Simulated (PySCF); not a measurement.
# C₃H₁₀AsB: magnetic properties

Wanted: magnetic properties for C₃H₁₀AsB (`B[AsH]C(C)C`).

Programs: PySCF 2.14.0, with routines of our own; each step states its level. All values are computed. Atoms count from 0.

## 1. The starting structure

15 atoms, charge 0, multiplicity 1; geometry from: GFN2-xTB.

## 2. Optimising the geometry at PBE0-D3(BJ)/def2-SVP

Job settings and geometry (Å):

```
{"job": {"xc": "PBE0", "basis": "def2-SVP", "d3": "d3bj", "grid": 1, "kind": "geom"}, "charge": 0, "multiplicity": 1}
B      2.586056     0.271219    -0.428850
As     1.248404     0.135021     1.014375
C     -0.414507    -0.205455    -0.090611
C     -1.461849    -0.930540     0.743638
C     -0.948637     1.123339    -0.605920
H      3.673007    -0.143068    -0.289443
H      2.357555     0.866220    -1.413149
H      1.519118    -1.315233     1.327424
H     -0.146062    -0.836690    -0.945662
H     -1.069099    -1.880678     1.108294
H     -2.356515    -1.131950     0.153834
H     -1.745449    -0.325100     1.604800
H     -1.239126     1.761941     0.229456
H     -0.186861     1.644622    -1.186949
H     -1.820450     0.974343    -1.243151
```

Launch:

```bash
> OMP_NUM_THREADS=1 python excited_run.py task.json out
```

This one command runs all jobs of the session in turn.

Log:

```text
step   0  E = -2380.20173710  max force = 0.016463
step   1  E = -2380.20510362  max force = 0.003624
step   2  E = -2380.20524698  max force = 0.001790
step   3  E = -2380.20536657  max force = 0.001361
step   4  E = -2380.20543224  max force = 0.001088
step   5  E = -2380.20545940  max force = 0.000511
step   6  E = -2380.20547064  max force = 0.000508
step   7  E = -2380.20547912  max force = 0.000496
step   8  E = -2380.20548599  max force = 0.000433
optimisation converged
```

Wall time 50 s (1 thread of Arm Neoverse V1, shared host); peak memory 0.6 GiB.

Along the way:

```tsv
step	energy from step 0 (eV)	largest force component (eV/Å)
0	0.0000	0.8466
1	-0.0916	0.1864
2	-0.0955	0.0920
3	-0.0988	0.0700
4	-0.1005	0.0559
5	-0.1013	0.0263
6	-0.1016	0.0261
7	-0.1018	0.0255
8	-0.1020	0.0223
```

Distances of close pairs at the start and the end, largest changes first:

```tsv
bond	before (Å)	after (Å)	change (Å)
B0–H6	1.173	1.209	+0.036
B0–H5	1.172	1.207	+0.036
As1–C2	2.025	1.992	-0.033
C3–H10	1.090	1.103	+0.013
C4–H14	1.090	1.103	+0.013
C3–H11	1.090	1.102	+0.012
C4–H12	1.091	1.102	+0.011
C3–H9	1.091	1.101	+0.010
```

The end geometry stands in the next job.

```tsv
at the end point	value
point group (found at 0.08 Å tolerance)	C1
rotational constants (GHz, main isotopes)	5.243, 2.171, 1.711
dipole moment (D)	1.50
```

## 3. Magnetic properties: GIAO BHandHLYP/pcSseg-1

Job settings and geometry (Å):

```
{"job": {"kind": "mag", "xc": "BHandHLYP", "basis": "pcSseg-1", "isotopologues": 2}, "charge": 0, "multiplicity": 1}
B      2.431827     0.126438    -0.667539
As     1.064119    -0.204054     0.705005
C     -0.681220    -0.363904    -0.241492
C     -1.715700    -0.965969     0.696412
C     -1.091715     1.003801    -0.762941
H      3.555651    -0.276659    -0.487550
H      2.200673     0.872573    -1.589758
H      1.333620    -1.653310     1.062092
H     -0.522481    -1.045103    -1.091644
H     -1.422396    -1.967740     1.046129
H     -2.687258    -1.064499     0.183340
H     -1.869759    -0.331353     1.584298
H     -1.238315     1.719192     0.062680
H     -0.341804     1.427910    -1.447608
H     -2.043917     0.932735    -1.314651
```

Method: GIAO BHandHLYP/pcSseg-1 magnetisability, rotational g tensor and spin-rotation constants, non-relativistic, gas phase.

Log:

```text
coarse grid: 52776 points
cycle   1  E = -2380.6293437397  dE = -6.020e-01  |g| = 5.888e-01  |ddm| = 3.234e+00
cycle   2  E = -2380.6484326475  dE = -1.909e-02  |g| = 3.424e-01  |ddm| = 3.999e-01
cycle   3  E = -2380.6583027147  dE = -9.870e-03  |g| = 6.936e-02  |ddm| = 2.259e-01
cycle   4  E = -2380.6589893420  dE = -6.866e-04  |g| = 1.723e-02  |ddm| = 7.152e-02
cycle   5  E = -2380.6590679834  dE = -7.864e-05  |g| = 5.218e-03  |ddm| = 2.053e-02
cycle   6  E = -2380.6590749248  dE = -6.941e-06  |g| = 1.094e-03  |ddm| = 5.750e-03
final grid: 111632 points
cycle   7  E = -2380.6590988126  dE = -2.311e-07  |g| = 1.122e-03  |ddm| = 2.890e-03
cycle   8  E = -2380.6590988488  dE = -3.618e-08  |g| = 1.156e-03  |ddm| = 2.338e-03
cycle   9  E = -2380.6590990793  dE = -2.305e-07  |g| = 6.502e-05  |ddm| = 1.018e-03
cycle  10  E = -2380.6590990811  dE = -1.838e-09  |g| = 2.688e-05  |ddm| = 1.101e-04
cycle  11  E = -2380.6590990816  dE = -4.488e-10  |g| = 1.626e-05  |ddm| = 6.406e-05
converged SCF energy = -2380.6590990816

Magnetisability tensor (1e-30 J/T^2)
    -1160.83     -101.10      -20.53
     -101.10    -1273.93     -113.17
      -20.53     -113.17    -1171.79
isotropic -1202.19   principal values   -1388.45  -1145.37  -1072.73
isotropic susceptibility -72.397 1e-6 cm^3/mol

Inertial axes            a          b          c
rot. const./GHz      5.2428     2.1708     1.7110
chi total           -70.442    -66.534    -80.216
chi diamagnetic    -347.591   -667.318   -829.804
chi paramagnetic    277.149    600.784    749.587
quadrupole/D A        0.026     -0.099      0.073
g nuclear            0.6489     0.5948     0.5994
g electronic        -0.6826    -0.6127    -0.6025
g total             -0.0337    -0.0179    -0.0032

Spin-rotation constants (kHz, H = +C I.J)
atom  isotope        aa         bb         cc
  0    11B        2.599      1.127      0.257
  1   75As        7.000      3.594      2.592
  5     1H        0.535     -0.124     -0.144
  6     1H       -0.335      0.261     -0.167
  7     1H       -0.523     -0.006     -0.087
  8     1H       -0.535     -0.206      0.047
  9     1H       -0.514     -0.051     -0.123
 10     1H        0.024     -0.208     -0.170
 11     1H       -0.565     -0.221      0.026
 12     1H       -0.565     -0.232      0.034
 13     1H       -0.227     -0.069     -0.180
 14     1H        0.025     -0.206     -0.171
  2    13C*       0.829      0.295      0.274
  3    13C*       0.775      0.316      0.292
* in the singly substituted isotopologue

Isotopologues: g along a, b, c
2H    at 5,6,7,8,9,10,1    -0.0257    -0.0149    -0.0026
10B   at 0                 -0.0343    -0.0181    -0.0033
```

Run time: 21 s. Hardware: 1 thread of Arm Neoverse V1, shared host; peak memory 0.87 GiB.

In short:

```tsv
quantity	value
magnetisability	-1202·10⁻³⁰ J/T²
molar susceptibility	-72.4·10⁻⁶ cm³/mol
rotational g (a, b, c)	-0.0337, -0.0179, -0.0032
```

## 4. Summary of results

| quantity | value |
| --- | --- |
| point group | C1 |
| rotational constants (main isotopes) | 5.24, 2.17, 1.71 GHz |
| magnetisability (step 3, GIAO BHandHLYP/pcSseg-1) | -1202·10⁻³⁰ J/T² |
| molar susceptibility (step 3, GIAO BHandHLYP/pcSseg-1) | -72.4·10⁻⁶ cm³/mol |
| rotational g (a, b, c) (step 3, GIAO BHandHLYP/pcSseg-1) | -0.0337, -0.0179, -0.0032 |

What this shows: Over 8 steps the energy fell by 0.102 eV; of the close pairs, B0–H6 changed most, 1.173 to 1.209 Å. No frequency check was run at this level, so the end point may be a saddle. Steps that list no spin-orbit terms leave them out, which matters at and beside the heavy atoms. Vibrational averaging and real surroundings are missing from these values.
